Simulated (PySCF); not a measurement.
# Br2Fe (FeBr2): the cost of one run

Computed with PySCF 2.14.0 and routines of our own; the level stands in each step. Atoms count from 0.

### 1 The system as given

3 atoms, charge 0, states of the metal's open shell are computed; geometry from: model start, shaken.

### 2 Optimising the geometry at PBE0-D3(BJ)/def2-TZVP

The job: settings as JSON, then the geometry in Å.

```
{"job": {"xc": "PBE0", "basis": "def2-TZVP", "d3": "d3bj", "grid": 1, "maxiter": 45, "kind": "geom"}, "charge": 0, "metal": "Fe", "open_shell": "d6"}
Fe     0.000020     0.004480    -0.004110
Br    -0.013360    -0.006820     2.385130
Br     0.000900     0.020100    -2.407380
```

The run is started by

```bash
> OMP_NUM_THREADS=1 python lf_run.py task.json out
```

One launch serves the whole session: the jobs run in the order shown.

**Question.** How long does this first job take on 1 thread of Arm Neoverse V2, shared host, and how much memory does it need?

About 63 s, with a peak of 0.55 GiB.
